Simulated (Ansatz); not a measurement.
# C4H9BF2: how energies converge with the basis set

The task here is to estimate one member of a computed series from the others.

Program: Ansatz 0.2.0, Gaussian basis. Level of theory: one geometry, several basis sets. These are calculated values, not measurements.

Plan: PBE0-D4/def2-SVP; ωB97M-V/def2-SVP; PBE0-D4/def2-QZVPP; ωB97M-V/def2-QZVPP; the functionals' def2-TZVPP values are taken from earlier runs.

## The relaxed structure

An earlier PBE0-D4 in a triple-zeta def2 set relaxation fixed the geometry.

SMILES `CC(C)CB(F)F`, 16 atoms, charge 0, spin multiplicity 1.

Atoms are counted from 1 here; the program's logs count them from 0.

Bond lengths: C1–C2 1.522 Å, C1–H8 1.093 Å, C1–H9 1.095 Å, C1–H10 1.093 Å, C2–C3 1.521 Å, C2–C4 1.528 Å, C2–H11 1.097 Å, C3–H12 1.095 Å, C3–H13 1.093 Å, C3–H14 1.093 Å, C4–B5 1.559 Å, C4–H15 1.097 Å, C4–H16 1.101 Å, B5–F6 1.324 Å, B5–F7 1.324 Å. Angles: C2–C1–H8 111.2°, C2–C1–H9 110.6°, C2–C1–H10 111.8°, H8–C1–H9 107.6°, H8–C1–H10 107.6°, H9–C1–H10 108.0°, C1–C2–C3 110.8°, C1–C2–C4 110.9°, C1–C2–H11 107.9°, C3–C2–C4 111.0°, C3–C2–H11 108.1°, C4–C2–H11 108.0°, C2–C3–H12 110.7°, C2–C3–H13 111.3°, C2–C3–H14 111.4°, H12–C3–H13 107.7°, H12–C3–H14 107.7°, H13–C3–H14 107.9° and more.

Coordinates:

```xyz
16
C4H9BF2
C     1.2040    0.5633    0.7390
C     0.3677   -0.3276   -0.1692
C     0.3904   -1.7687    0.3179
C    -1.0660    0.1921   -0.2736
B    -1.2539    1.5765   -0.9643
F    -2.3646    2.2813   -0.8166
F    -0.3412    2.1067   -1.7637
H     2.2336    0.2036    0.8047
H     0.7916    0.5748    1.7532
H     1.2371    1.5939    0.3765
H     0.8115   -0.2990   -1.1715
H    -0.0510   -1.8463    1.3167
H     1.4125   -2.1514    0.3763
H    -0.1769   -2.4244   -0.3477
H    -1.5379    0.2189    0.7165
H    -1.6799   -0.5165   -0.8500
```

Set-up of the first run:

Contents of in.yaml:

```yaml
crystal:
  periodic: [false, false, false]
  atoms:
    - {symbol: C, position_ang: [1.204027, 0.563313, 0.738986]}
    - {symbol: C, position_ang: [0.367676, -0.327598, -0.169177]}
    - {symbol: C, position_ang: [0.390435, -1.768697, 0.317928]}
    - {symbol: C, position_ang: [-1.065956, 0.192104, -0.273582]}
    - {symbol: B, position_ang: [-1.253859, 1.576534, -0.964257]}
    - {symbol: F, position_ang: [-2.364626, 2.281256, -0.816619]}
    - {symbol: F, position_ang: [-0.341175, 2.106673, -1.763721]}
    - {symbol: H, position_ang: [2.233627, 0.203579, 0.804685]}
    - {symbol: H, position_ang: [0.791613, 0.574825, 1.753216]}
    - {symbol: H, position_ang: [1.237131, 1.593924, 0.376536]}
    - {symbol: H, position_ang: [0.811535, -0.298951, -1.171536]}
    - {symbol: H, position_ang: [-0.051033, -1.846251, 1.316743]}
    - {symbol: H, position_ang: [1.412495, -2.151406, 0.376262]}
    - {symbol: H, position_ang: [-0.176861, -2.424405, -0.347720]}
    - {symbol: H, position_ang: [-1.537888, 0.218902, 0.716505]}
    - {symbol: H, position_ang: [-1.679940, -0.516504, -0.850047]}
basis:
  gaussian: {orbitals: def2-SVP}
hamiltonian: {xc: pbe0, dispersion: d4}
output: {orbitals: {seedname: orbitals}}
```

Run with:

```bash
$ ansatz run in.yaml --threads 4 --pin off --events-out ev --progress --plain --max-ram 11315MiB
```

Steps of the session up to this table: PBE0-D4 in def2-SVP; ωB97M-V in def2-SVP; PBE0-D4 in def2-QZVPP; ωB97M-V in def2-QZVPP.

One of the session's tables, all rows but one given; the rest of the session is left out.

It belongs to the step «Functionals by basis». 

```
functional       basis  HOMO (eV)  LUMO (eV)
   PBE0-D4    def2-SVP      -9.12       0.55
   PBE0-D4  def2-TZVPP      -9.17       0.38
   PBE0-D4  def2-QZVPP      -9.18       0.31
   ωB97M-V    def2-SVP          ?          ?
   ωB97M-V  def2-TZVPP     -11.48       2.03
   ωB97M-V  def2-QZVPP     -11.49       1.58
```

Q: Estimate the row for ωB97M-V, def2-SVP from the others.

**Answer.** HOMO (eV): -11.43; LUMO (eV): 2.69. In the column «HOMO (eV)» it lies between ωB97M-V, def2-TZVPP (-11.48) and PBE0-D4, def2-QZVPP (-9.18).
